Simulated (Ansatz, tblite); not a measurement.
**Ge14H24 off disc (Ge14H24): rung by rung**

How do method and basis change the picture of Ge14H24 off disc (Ge14H24) (singlet)?

Method: as each input shows; program: Ansatz 0.2.0, Gaussian basis.

Plan: GFN1-xTB, GFN2-xTB, PBE-D4/def2-TZVP, r2SCAN-D4/def2-TZVP, revPBE-D4/def2-TZVP, BHLYP-D4/def2-TZVP, PBE-D4/def2-SVP, PBE0-D4/def2-SVP, MP2/def2-SVP, RPA/def2-SVP.

**1. The structure**

The geometry is that of the singlet, from an earlier relaxation (r2SCAN-D4/def2-SVP).

38 atoms, charge 0, spin multiplicity 1.

Bond lengths: Ge1–Ge8 2.426 Å, Ge1–Ge9 2.426 Å, Ge1–H15 1.543 Å, Ge1–H16 1.543 Å, Ge2–Ge10 2.427 Å, Ge2–Ge11 2.428 Å, Ge2–H17 1.542 Å, Ge2–H18 1.543 Å, Ge3–Ge8 2.428 Å, Ge3–Ge10 2.431 Å, Ge3–Ge14 2.431 Å, Ge3–H19 1.548 Å, Ge4–Ge11 2.428 Å, Ge4–Ge14 2.431 Å, Ge4–H20 1.542 Å, Ge4–H21 1.542 Å, Ge5–Ge12 2.428 Å, Ge5–Ge13 2.431 Å and more. Angles: Ge8–Ge1–Ge9 116.8°, Ge8–Ge1–H15 108.3°, Ge8–Ge1–H16 108.1°, Ge9–Ge1–H15 107.9°, Ge9–Ge1–H16 108.2°, H15–Ge1–H16 107.3°, Ge10–Ge2–Ge11 112.3°, Ge10–Ge2–H17 110.1°, Ge10–Ge2–H18 108.2°, Ge11–Ge2–H17 110.0°, Ge11–Ge2–H18 108.3°, H17–Ge2–H18 107.7°, Ge8–Ge3–Ge10 109.1°, Ge8–Ge3–Ge14 114.0°, Ge8–Ge3–H19 107.7°, Ge10–Ge3–Ge14 111.6°, Ge10–Ge3–H19 107.6°, Ge14–Ge3–H19 106.5° and more.

PBE0-D4/def2-TZVP was run before; its log isn't repeated, and its numbers join the tables.

**2. GFN1-xTB**

Tight binding, by tblite at 300 K electronic temperature and without a spin-polarisation term:

```python
tblite.interface.Calculator('GFN1-xTB', numbers, positions, charge=0, uhf=0).singlepoint()
```

Energy -992.2511 eV, HOMO -11.67 eV, LUMO -8.44 eV; 0.2 s.

**3. GFN2-xTB**

Tight binding, by tblite at 300 K electronic temperature and without a spin-polarisation term:

```python
tblite.interface.Calculator('GFN2-xTB', numbers, positions, charge=0, uhf=0).singlepoint()
```

Energy -1070.8343 eV, HOMO -10.12 eV, LUMO -5.93 eV; 0.17 s.

**4. PBE-D4/def2-TZVP**

start.molden holds the orbitals of an earlier run on this state, given as this run's starting guess.

File in.yaml:

```yaml
crystal:
  periodic: [false, false, false]
  atoms:
    - {symbol: Ge, position_ang: [-4.346562, 1.447370, -0.071004]}
    - {symbol: Ge, position_ang: [1.414517, -4.261451, -0.127532]}
    - {symbol: Ge, position_ang: [-1.449616, -1.430835, 0.057731]}
    - {symbol: Ge, position_ang: [1.492271, -1.492072, 2.709867]}
    - {symbol: Ge, position_ang: [1.431297, 1.448829, 0.056753]}
    - {symbol: Ge, position_ang: [-1.445926, 4.346663, -0.074901]}
    - {symbol: Ge, position_ang: [4.261250, -1.416613, -0.127375]}
    - {symbol: Ge, position_ang: [-3.014863, -0.165368, -1.300196]}
    - {symbol: Ge, position_ang: [-3.136532, 3.139107, 1.177072]}
    - {symbol: Ge, position_ang: [-0.226536, -2.973438, -1.367946]}
    - {symbol: Ge, position_ang: [2.853717, -2.854950, 1.231617]}
    - {symbol: Ge, position_ang: [0.165714, 3.012464, -1.302848]}
    - {symbol: Ge, position_ang: [2.974674, 0.225502, -1.367880]}
    - {symbol: Ge, position_ang: [0.052102, -0.051845, 1.382460]}
    - {symbol: H, position_ang: [-5.274950, 2.169271, -1.069934]}
    - {symbol: H, position_ang: [-5.245732, 0.672902, 0.915014]}
    - {symbol: H, position_ang: [2.265410, -5.108763, -1.095319]}
    - {symbol: H, position_ang: [0.661265, -5.230638, 0.806834]}
    - {symbol: H, position_ang: [-2.271601, -2.274138, 1.062158]}
    - {symbol: H, position_ang: [0.631008, -2.394158, 3.616896]}
    - {symbol: H, position_ang: [2.395430, -0.630602, 3.615651]}
    - {symbol: H, position_ang: [2.274100, 2.271811, 1.060719]}
    - {symbol: H, position_ang: [-2.168673, 5.273092, -1.075026]}
    - {symbol: H, position_ang: [-0.670602, 5.247740, 0.908664]}
    - {symbol: H, position_ang: [5.108117, -2.267922, -1.095173]}
    - {symbol: H, position_ang: [5.230804, -0.664160, 0.807183]}
    - {symbol: H, position_ang: [-3.980885, -1.166271, -1.968658]}
    - {symbol: H, position_ang: [-2.240205, 0.544446, -2.425939]}
    - {symbol: H, position_ang: [-4.173074, 4.176696, 1.658811]}
    - {symbol: H, position_ang: [-2.504050, 2.508091, 2.430112]}
    - {symbol: H, position_ang: [-1.233583, -3.933176, -2.035145]}
    - {symbol: H, position_ang: [0.470210, -2.179472, -2.489443]}
    - {symbol: H, position_ang: [3.767537, -3.769508, 2.080201]}
    - {symbol: H, position_ang: [-0.544947, 2.236315, -2.427036]}
    - {symbol: H, position_ang: [1.166584, 3.977116, -1.973368]}
    - {symbol: H, position_ang: [2.181604, -0.470332, -2.490532]}
    - {symbol: H, position_ang: [3.935382, 1.232654, -2.033586]}
    - {symbol: H, position_ang: [-0.804665, 0.805625, 2.341126]}
basis:
  gaussian: {orbitals: def2-TZVP, fitting: {mean_field: def2-universal-jkfit}, initial_orbitals: start.molden}
hamiltonian: {xc: pbe, dispersion: d4}
scf: {omitted_lower_state_checks: [starts]}
output: {orbitals: {seedname: orbitals}}
```

Command:

```
ansatz run in.yaml --threads 4 --pin off --events-out ev --progress --plain --max-ram 66560MiB --backend cuda --devices 0, --max-vram 37GiB
```

The program printed:

```text
Functional definition: PBE
  name "PBE"
  cite "Perdew, Burke & Ernzerhof, Phys. Rev. Lett. 77, 3865 (1996) doi:10.1103/PhysRevLett.77.3865"
  parent pbe
  parameter kappa = 0.804
  parameter beta = 0.06672455060314922
  exchange = pbe_x(kappa = kappa, mu = beta*pi^2/3)
  correlation = pbe_c(beta = beta)
these checks for a lower state are left out or cut short: starts
4156 factors; integrals over basis functions are off by at most 6.1e-1 eV
mean field evaluation 1: about -791531.1744 eV, gradient 3.0e1 eV
mean field evaluation 2: about -791531.9159 eV, gradient 8.9e-1 eV
mean field evaluation 4: about -791531.8859 eV, gradient 8.5e-2 eV
mean field evaluation 8: about -791531.8859 eV, gradient 1.1e-5 eV
mean field -791531.88592966 eV, -29088.2602883330 hartree, gradient 1.1e-5 eV, S^2 0.000000; 0 other end points of the search recorded, 0 dependent functions left out
reference -791531.88602847 eV, -29088.2602919642 hartree; 236, 236 occupied and 580, 580 virtual orbitals, 4156 factors
Total energy: -791533.86216396 eV, -29088.3329136037 hartree
Checks for a lower state left out: starts
```

Run time: 7.5 s. Hardware: 1 × H100 (card shared with other runs) with 4 threads of AMD EPYC 7R13, shared host; peak host memory 1.2 GiB.

Report: HOMO -6.20 eV, LUMO -1.66 eV.

**5. r2SCAN-D4/def2-TZVP**

Changes to in.yaml since step 4:

```diff
@@ -43,3 +43,3 @@
   gaussian: {orbitals: def2-TZVP, fitting: {mean_field: def2-universal-jkfit}, initial_orbitals: start.molden}
-hamiltonian: {xc: pbe, dispersion: d4}
+hamiltonian: {xc: r2scan, dispersion: d4}
 scf: {omitted_lower_state_checks: [starts]}
```

The command is unchanged.

The program printed:

```text
Functional definition: r2SCAN
  name "r2SCAN"
  cite "Furness, Kaplan, Ning, Perdew & Sun, J. Phys. Chem. Lett. 11, 8208 (2020) doi:10.1021/acs.jpclett.0c02405"
  cite "Furness, Kaplan, Ning, Perdew & Sun, J. Phys. Chem. Lett. 11, 9248 (2020) doi:10.1021/acs.jpclett.0c03077"
  parent r2scan
  parameter k0 = 0.174
  parameter k1 = 0.065
  parameter a1 = 4.9479
  exchange = r2scan_x(k0 = k0, k1 = k1, a1 = a1)
  correlation = r2scan_c
these checks for a lower state are left out or cut short: starts
4156 factors; integrals over basis functions are off by at most 6.1e-1 eV
mean field evaluation 1: about -791649.8955 eV, gradient 2.1e1 eV
mean field evaluation 2: about -791650.1886 eV, gradient 4.0e-1 eV
mean field evaluation 4: about -791650.2283 eV, gradient 8.6e-4 eV
mean field -791650.22830743 eV, -29092.6092905005 hartree, gradient 9.3e-6 eV, S^2 0.000000; 0 other end points of the search recorded, 0 dependent functions left out
reference -791650.22833534 eV, -29092.6092915264 hartree; 236, 236 occupied and 580, 580 virtual orbitals, 4156 factors
Total energy: -791650.77520411 eV, -29092.6293885829 hartree
Checks for a lower state left out: starts
```

Wall time 8 s (1 × H100 (card shared with other runs) with 4 threads of AMD EPYC 7R13, shared host); peak host memory 1.2 GiB.

From the report: HOMO -6.44 eV, LUMO -1.50 eV.

**6. revPBE-D4/def2-TZVP**

Changes to in.yaml since step 5:

```diff
@@ -43,4 +43,4 @@
   gaussian: {orbitals: def2-TZVP, fitting: {mean_field: def2-universal-jkfit}, initial_orbitals: start.molden}
-hamiltonian: {xc: r2scan, dispersion: d4}
+hamiltonian: {xc: {name: revPBE}, dispersion: d4}
 scf: {omitted_lower_state_checks: [starts]}
-output: {orbitals: {seedname: orbitals}}
+output: {forces: true, orbitals: {seedname: orbitals}}
```

Same command.

The program printed (excerpt; [...] marks lines left out):

```text
Functional definition: revPBE
  name "revPBE"
  cite "Zhang & Yang, Phys. Rev. Lett. 80, 890 (1998) doi:10.1103/PhysRevLett.80.890"
  cite "Perdew, Burke & Ernzerhof, Phys. Rev. Lett. 77, 3865 (1996) doi:10.1103/PhysRevLett.77.3865"
[...]
4156 factors; integrals over basis functions are off by at most 6.1e-1 eV
[...]
mean field -791591.15595147 eV, -29090.4384214598 hartree, gradient 1.1e-5 eV, S^2 0.000000; 0 other end points of the search recorded, 0 dependent functions left out
[...]
reference -791591.15607508 eV, -29090.4384260023 hartree; 236, 236 occupied and 580, 580 virtual orbitals, 4156 factors
Total energy: -791595.10179180 eV, -29090.5834284173 hartree
Atom 0 at    -4.346562     1.447370    -0.071004 Å, force     0.024269     0.005380     0.001441 eV/Å
Atom 1 at     1.414517    -4.261451    -0.127532 Å, force    -0.001468     0.021970     0.009285 eV/Å
[...]
Atom 29 at    -2.504050     2.508091     2.430112 Å, force     0.086923    -0.086823     0.145679 eV/Å
Atom 30 at    -1.233583    -3.933176    -2.035145 Å, force    -0.126994    -0.116228    -0.087513 eV/Å
Atom 31 at     0.470210    -2.179472    -2.489443 Å, force     0.072999     0.092062    -0.113437 eV/Å
Atom 32 at     3.767537    -3.769508     2.080201 Å, force     0.116874    -0.116815     0.101319 eV/Å
Atom 33 at    -0.544947     2.236315    -2.427036 Å, force    -0.083024    -0.093724    -0.123839 eV/Å
Atom 34 at     1.166584     3.977116    -1.973368 Å, force     0.135343     0.122012    -0.089304 eV/Å
Atom 35 at     2.181604    -0.470332    -2.490532 Å, force    -0.092325    -0.073109    -0.113863 eV/Å
Atom 36 at     3.935382     1.232654    -2.033586 Å, force     0.116138     0.126723    -0.087257 eV/Å
Atom 37 at    -0.804665     0.805625     2.341126 Å, force    -0.111320     0.111531     0.104215 eV/Å
Dipole moment:     0.021085    -0.021197     0.007940 e Å
Checks for a lower state left out: starts
```

Wall time 7.5 s (1 × H100 (card shared with other runs) with 4 threads of AMD EPYC 7R13, shared host); peak host memory 1.3 GiB.

Report: HOMO -6.15 eV, LUMO -1.56 eV.

**7. BHLYP-D4/def2-TZVP**

Changes to in.yaml since step 6:

```diff
@@ -43,4 +43,4 @@
   gaussian: {orbitals: def2-TZVP, fitting: {mean_field: def2-universal-jkfit}, initial_orbitals: start.molden}
-hamiltonian: {xc: {name: revPBE}, dispersion: d4}
+hamiltonian: {xc: {name: BHLYP}, dispersion: d4}
 scf: {omitted_lower_state_checks: [starts]}
-output: {forces: true, orbitals: {seedname: orbitals}}
+output: {orbitals: {seedname: orbitals}}
```

The command is unchanged.

The program printed:

```text
Functional definition: BHLYP
  name "BHLYP"
  cite "Becke, J. Chem. Phys. 98, 1372 (1993) doi:10.1063/1.464304"
  cite "Becke, Phys. Rev. A 38, 3098 (1988) doi:10.1103/PhysRevA.38.3098"
  cite "Lee, Yang & Parr, Phys. Rev. B 37, 785 (1988) doi:10.1103/PhysRevB.37.785"
  parameter a = 0.5
  exchange = (1 - a)*b88_x + a*exact_x
  correlation = lyp_c
these checks for a lower state are left out or cut short: starts
4156 factors; integrals over basis functions are off by at most 6.1e-1 eV
mean field evaluation 1: about -791643.9439 eV, gradient 2.8e1 eV
mean field evaluation 2: about -791644.5284 eV, gradient 8.8e-1 eV
mean field evaluation 4: about -791644.5137 eV, gradient 4.9e-2 eV
mean field -791644.51373288 eV, -29092.3992837592 hartree, gradient 5.0e-5 eV, S^2 0.000000; 0 other end points of the search recorded, 0 dependent functions left out
reference -791644.51416513 eV, -29092.3992996442 hartree; 236, 236 occupied and 580, 580 virtual orbitals, 4156 factors
Total energy: -791647.65594096 eV, -29092.5147577765 hartree
Checks for a lower state left out: starts
```

It took 13 s on 1 × H100 (card shared with other runs) with 4 threads of AMD EPYC 7R13, shared host; peak host memory 1.2 GiB.

Report: HOMO -7.92 eV, LUMO -0.12 eV.

**8. PBE-D4/def2-SVP**

Changes to in.yaml since step 7:

```diff
@@ -42,4 +42,4 @@
 basis:
-  gaussian: {orbitals: def2-TZVP, fitting: {mean_field: def2-universal-jkfit}, initial_orbitals: start.molden}
-hamiltonian: {xc: {name: BHLYP}, dispersion: d4}
+  gaussian: {orbitals: def2-SVP, fitting: {mean_field: def2-universal-jkfit}, initial_orbitals: start.molden}
+hamiltonian: {xc: pbe, dispersion: d4}
 scf: {omitted_lower_state_checks: [starts]}
```

The command is unchanged.

The program printed:

```text
Functional definition: PBE
  name "PBE"
  cite "Perdew, Burke & Ernzerhof, Phys. Rev. Lett. 77, 3865 (1996) doi:10.1103/PhysRevLett.77.3865"
  parent pbe
  parameter kappa = 0.804
  parameter beta = 0.06672455060314922
  exchange = pbe_x(kappa = kappa, mu = beta*pi^2/3)
  correlation = pbe_c(beta = beta)
these checks for a lower state are left out or cut short: starts
4156 factors; integrals over basis functions are off by at most 3.4e-1 eV
mean field evaluation 1: about -791431.2319 eV, gradient 2.2e1 eV
mean field evaluation 2: about -791431.9249 eV, gradient 6.5e-1 eV
mean field evaluation 4: about -791431.8991 eV, gradient 6.1e-2 eV
mean field -791431.89912331 eV, -29084.5858409732 hartree, gradient 4.5e-5 eV, S^2 0.000000; 0 other end points of the search recorded, 0 dependent functions left out
reference -791431.89921086 eV, -29084.5858441905 hartree; 236, 236 occupied and 332, 332 virtual orbitals, 4156 factors
Total energy: -791433.87534634 eV, -29084.6584658300 hartree
Checks for a lower state left out: starts
```

Wall time 7.5 s (1 × H100 (card shared with other runs) with 4 threads of AMD EPYC 7R13, shared host); peak host memory 1.1 GiB.

From the report: HOMO -6.17 eV, LUMO -1.55 eV.

**9. PBE0-D4/def2-SVP**

Changes to in.yaml since step 8:

```diff
@@ -43,3 +43,3 @@
   gaussian: {orbitals: def2-SVP, fitting: {mean_field: def2-universal-jkfit}, initial_orbitals: start.molden}
-hamiltonian: {xc: pbe, dispersion: d4}
+hamiltonian: {xc: pbe0, dispersion: d4}
 scf: {omitted_lower_state_checks: [starts]}
```

Launched as before.

The program printed:

```text
Functional definition: PBE0
  name "PBE0"
  cite "Adamo & Barone, J. Chem. Phys. 110, 6158 (1999) doi:10.1063/1.478522"
  cite "Perdew, Burke & Ernzerhof, Phys. Rev. Lett. 77, 3865 (1996) doi:10.1103/PhysRevLett.77.3865"
  parent pbe
  parameter a = 0.25
  parameter kappa = 0.804
  parameter beta = 0.06672455060314922
  exchange = (1 - a)*pbe_x(kappa = kappa, mu = beta*pi^2/3) + a*exact_x
  correlation = pbe_c(beta = beta)
these checks for a lower state are left out or cut short: starts
4156 factors; integrals over basis functions are off by at most 3.4e-1 eV
mean field evaluation 1: about -791453.9129 eV, gradient 7.4e0 eV
mean field evaluation 2: about -791453.9820 eV, gradient 7.1e-2 eV
mean field evaluation 4: about -791453.9608 eV, gradient 3.5e-5 eV
mean field -791453.96080156 eV, -29085.3965926946 hartree, gradient 4.3e-5 eV, S^2 0.000000; 0 other end points of the search recorded, 0 dependent functions left out
reference -791453.96086731 eV, -29085.3965951110 hartree; 236, 236 occupied and 332, 332 virtual orbitals, 4156 factors
Total energy: -791455.75452232 eV, -29085.4625107169 hartree
Checks for a lower state left out: starts
```

Wall time 7 s (1 × H100 (card shared with other runs) with 4 threads of AMD EPYC 7R13, shared host); peak host memory 1.1 GiB.

HOMO -7.13 eV, LUMO -0.86 eV.

**10. MP2/def2-SVP**

Changes to in.yaml since step 9:

```diff
@@ -42,4 +42,4 @@
 basis:
-  gaussian: {orbitals: def2-SVP, fitting: {mean_field: def2-universal-jkfit}, initial_orbitals: start.molden}
-hamiltonian: {xc: pbe0, dispersion: d4}
+  gaussian: {orbitals: def2-SVP, initial_orbitals: start.molden}
+correlation: {method: mp2}
 scf: {omitted_lower_state_checks: [starts]}
```

The command is unchanged.

The program printed:

```text
Functional definition: HF
  name "HF"
  cite "Fock, Z. Phys. 61, 126 (1930) doi:10.1007/BF01340294"
  parent pbe
  exchange = exact_x
  correlation = 0
these checks for a lower state are left out or cut short: starts
5648 factors; integrals over basis functions are off by at most 1.3e-3 eV
mean field evaluation 1: about -790911.3048 eV, gradient 4.5e1 eV
mean field evaluation 2: about -790915.3513 eV, gradient 3.4e0 eV
mean field evaluation 4: about -790915.4282 eV, gradient 1.6e-1 eV
mean field evaluation 8: about -790915.4282 eV, gradient 2.4e-6 eV
mean field -790915.42820683 eV, -29065.6058848689 hartree, gradient 2.4e-6 eV, S^2 0.000000; 0 other end points of the search recorded, 0 dependent functions left out
126 core orbitals not correlated: weight in the atoms' cores, before any rotation towards them, 1.000 or more for the frozen orbitals, at most 0.000 for the correlated occupied ones
reference -790915.42820683 eV, -29065.6058848689 hartree; 110, 110 occupied and 332, 332 virtual orbitals, 5648 factors
second order -88.77240490 eV of doubles, -0.00000000 eV of singles
Total energy: -791004.20061173 eV, -29068.8682105769 hartree
Checks for a lower state left out: starts
```

Wall time 12 s (1 × H100 (card shared with other runs) with 4 threads of AMD EPYC 7R13, shared host); peak host memory 1.5 GiB.

Report: Hartree-Fock HOMO -9.23 eV, LUMO 2.11 eV.

**11. RPA/def2-SVP**

Changes to in.yaml since step 10:

```diff
@@ -43,4 +43,4 @@
   gaussian: {orbitals: def2-SVP, initial_orbitals: start.molden}
-correlation: {method: mp2}
+hamiltonian: {xc: pbe}
+correlation: {method: rpa}
 scf: {omitted_lower_state_checks: [starts]}
-output: {orbitals: {seedname: orbitals}}
```

The command is unchanged.

The program printed (excerpt; [...] marks lines left out):

```text
Functional definition: PBE
  name "PBE"
  cite "Perdew, Burke & Ernzerhof, Phys. Rev. Lett. 77, 3865 (1996) doi:10.1103/PhysRevLett.77.3865"
  parent pbe
[...]
5648 factors; integrals over basis functions are off by at most 1.3e-3 eV
[...]
mean field -791431.87956585 eV, -29084.5851222496 hartree, gradient 2.4e-6 eV, S^2 0.000000; 0 other end points of the search recorded, 0 dependent functions left out
126 core orbitals not correlated: weight in the atoms' cores, before any rotation towards them, 1.000 or more for the frozen orbitals, at most 0.000 for the correlated occupied ones
reference -790907.39431582 eV, -29065.3106448200 hartree; 110, 110 occupied and 332, 332 virtual orbitals, 5648 factors
Total energy: -791041.06478583 eV, -29070.2229439875 hartree
Checks for a lower state left out: starts
```

Wall time 17 s (1 × H100 (card shared with other runs) with 4 threads of AMD EPYC 7R13, shared host); peak host memory 3.9 GiB.

**12. Levels side by side**

```
              level  functions  HOMO (eV)  LUMO (eV)  gap (eV)   time
    PBE-D4/def2-SVP        568      -6.17      -1.55      4.61  7.5 s
   PBE-D4/def2-TZVP        816      -6.20      -1.66      4.54  7.5 s
revPBE-D4/def2-TZVP        816      -6.15      -1.56      4.59  7.5 s
r2SCAN-D4/def2-TZVP        816      -6.44      -1.50      4.93    8 s
   PBE0-D4/def2-SVP        568      -7.13      -0.86      6.27    7 s
  PBE0-D4/def2-TZVP        816      -7.12      -0.96      6.16   12 s
 BHLYP-D4/def2-TZVP        816      -7.92      -0.12      7.79   13 s
```

The pieces so far (eV):

```
   basis            HF  MP2 correlation               total
def2-SVP  -790915.4282         -88.7724  -791004.2006 (MP2)
```

**13. Binding energy**

Free atoms were run apart at each level; binding is atoms less cluster, divided by the number of atoms, without zero-point or spin-orbit terms.

```
              level  binding an atom (eV)
        HF/def2-SVP                 2.013
    PBE-D4/def2-SVP                 2.805
   PBE-D4/def2-TZVP                 2.805
revPBE-D4/def2-TZVP                 2.741
r2SCAN-D4/def2-TZVP                 2.853
   PBE0-D4/def2-SVP                 2.810
  PBE0-D4/def2-TZVP                 2.810
 BHLYP-D4/def2-TZVP                 2.788
       MP2/def2-SVP                 2.630
```

**14. Results**

```
                                                 quantity                                    value
gap in def2-TZVP, named functionals, smallest and largest     4.54 eV (PBE-D4), 7.79 eV (BHLYP-D4)
                         correlation energy, MP2/def2-SVP                                -88.77 eV
                binding an atom, functionals in def2-TZVP  2.74 (revPBE-D4) to 2.85 eV (r2SCAN-D4)
          PBE0 total energy, smallest basis above largest           99.56 eV (def2-SVP, def2-TZVP)
```

**Reading.** Over the named functionals in def2-TZVP the gap runs from 4.54 eV (PBE-D4) to 7.79 eV (BHLYP-D4); exact exchange widens it.

The slowest run with a step of its own, RPA/def2-SVP, took 17 s; the quickest functional in def2-TZVP took 7.5 s (shared host).
